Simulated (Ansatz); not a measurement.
# Ta2NbO3: the cost of one run

Program: Ansatz 0.2.0. Level of theory: DFT PBE, scalar-relativistic, plane waves, PAW. These are calculated values, not measurements.

## Step 1: The structure to begin with

Symmetry: P4/mmm, No. 123, tetragonal system. The conventional cell has a = 3.411 Å, b = 3.411 Å, c = 7.435 Å, α = 90.00°, β = 90.00°, γ = 90.00°. Ta (site symmetry 4/mmm) is surrounded by 4 O at 1.71 Å. Nb (site symmetry 4/mmm) is surrounded by 4 O at 2.41 Å. O (site symmetry mmm) has 4 Ta at 1.71 Å as nearest neighbours. O (site symmetry 4/mmm) is surrounded by 4 Nb at 2.41 Å.

As a file:

```
CELL_PARAMETERS angstrom
3.41101 0.00000 0.00000
0.00000 3.41101 0.00000
0.00000 0.00000 7.43470
ATOMIC_POSITIONS crystal
Ta 0.00000 0.00000 0.50000
Ta 0.50000 0.50000 0.50000
Nb 0.50000 0.50000 0.00000
O 0.50000 0.00000 0.50000
O 0.00000 0.50000 0.50000
O 0.00000 0.00000 0.00000
```

Recipe of the guess: random cell by space group and Wyckoff sites (P4/mmm, No. 123). Its size is a rough estimate.

## Step 2: Probe: one point on a coarse mesh

input.yaml reads:

```yaml
crystal:
  lattice:
    - [3.41100592, 0.0, 0.0]
    - [0.0, 3.41100592, 0.0]
    - [0.0, 0.0, 7.43470364]
  atoms:
    - { symbol: Ta, position: [0.0, 0.0, 0.5] }
    - { symbol: Ta, position: [0.5, 0.5, 0.5] }
    - { symbol: Nb, position: [0.5, 0.5, 0.0] }
    - { symbol: O, position: [0.5, 0.0, 0.5] }
    - { symbol: O, position: [0.0, 0.5, 0.5] }
    - { symbol: O, position: [0.0, 0.0, 0.0] }
basis:
  ecutwfc: 420
kpoints:
  mp_grid: { grid: [6, 6, 4] }
hamiltonian:
  xc: pbe
scf:
  occupations: { method: gaussian, width: 0.1 }
  lower_state_search: "off"
output:
  forces: true
  stress: true
  eigenvalues: true
```

On the command line:

```bash
$ ansatz run input.yaml --threads 1 --pin off --max-ram 2560MiB --backend cpu --events-out ev --progress --plain --runs-dir out
```

Q: Estimate wall time and peak memory on 1 thread of Intel Xeon 6975P-C (Granite Rapids), shared host.

About 3.2 s, with a peak of 0.41 GiB.
